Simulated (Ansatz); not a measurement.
# C5H12N2Sn: basis-set convergence

How large a basis does C5H12N2Sn need? Two functionals are run in growing sets.

Program: Ansatz 0.2.0, Gaussian basis. Level of theory: one geometry, several basis sets. These are calculated values, not measurements.

Plan: PBE0-D4/def2-SVP; ωB97M-V/def2-SVP; PBE0-D4/def2-QZVPP; ωB97M-V/def2-QZVPP; the functionals' def2-TZVPP values are taken from earlier runs.

## Step 1: The geometry

The geometry comes from an earlier relaxation with PBE0-D4 in a triple-zeta def2 set; it is a stationary point, not always the lowest conformer. Sn takes the def2 core potential; no spin-orbit term is included.

SMILES `CC1=[N+](C)[Sn-]([CH3])[N]1C`, 20 atoms, charge 0, spin multiplicity 1.

Atoms are counted from 1 here; the program's logs count them from 0.

Bond lengths: C1–C2 1.494 Å, C1–H9 1.088 Å, C1–H10 1.093 Å, C1–H11 1.093 Å, C2–N3 1.321 Å, C2–N7 1.320 Å, N3–C4 1.432 Å, N3–Sn5 2.220 Å, C4–H12 1.098 Å, C4–H13 1.098 Å, C4–H14 1.091 Å, Sn5–C6 2.197 Å, Sn5–N7 2.222 Å, C6–H15 1.094 Å, C6–H16 1.094 Å, C6–H17 1.091 Å, N7–C8 1.433 Å, C8–H18 1.098 Å and more. Angles: C2–C1–H9 111.9°, C2–C1–H10 110.1°, C2–C1–H11 110.1°, H9–C1–H10 108.8°, H9–C1–H11 108.7°, H10–C1–H11 107.1°, C1–C2–N3 122.7°, C1–C2–N7 124.7°, N3–C2–N7 112.6°, C2–N3–C4 123.4°, C2–N3–Sn5 94.0°, C4–N3–Sn5 142.1°, N3–C4–H12 113.0°, N3–C4–H13 112.5°, N3–C4–H14 109.2°, H12–C4–H13 107.6°, H12–C4–H14 107.2°, H13–C4–H14 107.1° and more.

## Step 2: PBE0-D4 in def2-SVP

in.yaml reads:

```yaml
crystal:
  periodic: [false, false, false]
  atoms:
    - {symbol: C, position_ang: [1.960284, -0.251589, -0.446842]}
    - {symbol: C, position_ang: [0.520420, -0.375381, -0.068930]}
    - {symbol: N, position_ang: [-0.436573, -0.569849, -0.958874]}
    - {symbol: C, position_ang: [-0.189664, -0.718149, -2.361956]}
    - {symbol: Sn, position_ang: [-2.027844, -0.794366, 0.573312]}
    - {symbol: C, position_ang: [-2.595476, 1.324861, 0.458589]}
    - {symbol: N, position_ang: [0.060364, -0.318562, 1.166855]}
    - {symbol: C, position_ang: [0.877641, -0.139104, 2.330767]}
    - {symbol: H, position_ang: [2.590855, -0.049061, 0.416493]}
    - {symbol: H, position_ang: [2.090685, 0.553655, -1.173654]}
    - {symbol: H, position_ang: [2.303803, -1.174049, -0.922661]}
    - {symbol: H, position_ang: [0.442300, -1.585229, -2.597335]}
    - {symbol: H, position_ang: [0.286579, 0.168571, -2.800238]}
    - {symbol: H, position_ang: [-1.139124, -0.861490, -2.879744]}
    - {symbol: H, position_ang: [-3.388972, 1.463861, -0.281098]}
    - {symbol: H, position_ang: [-2.979793, 1.664885, 1.424460]}
    - {symbol: H, position_ang: [-1.735057, 1.935427, 0.180218]}
    - {symbol: H, position_ang: [1.630320, -0.928304, 2.453860]}
    - {symbol: H, position_ang: [1.396581, 0.827634, 2.336354]}
    - {symbol: H, position_ang: [0.241073, -0.164260, 3.216624]}
basis:
  gaussian: {orbitals: def2-SVP}
hamiltonian: {xc: pbe0, dispersion: d4}
output: {orbitals: {seedname: orbitals}}
```

The run is started by

```
$ ansatz run in.yaml --threads 5 --pin off --events-out ev --progress --plain --max-ram 66560MiB --backend cpu
```

Further steps of the session: ωB97M-V in def2-SVP; PBE0-D4 in def2-QZVPP; ωB97M-V in def2-QZVPP.

Before running them: what should the planned runs give, taken together? Wanted: PBE0-D4: double and triple zeta above quadruple; ωB97M-V: double and triple zeta above quadruple.

As calculated:

| quantity | value |
| --- | --- |
| PBE0-D4: double and triple zeta above quadruple | 9.89, 0.52 eV |
| ωB97M-V: double and triple zeta above quadruple | 10.35, 0.50 eV |

What this shows: PBE0-D4 gains 9.37 eV from double to triple zeta, then 0.52 eV more. Total energies overstate the basis error of differences, where much of it tends to cancel. The LUMO of ωB97M-V is positive and keeps falling with the basis (1.37 to 0.81 eV): an unbound level that the basis holds in place.
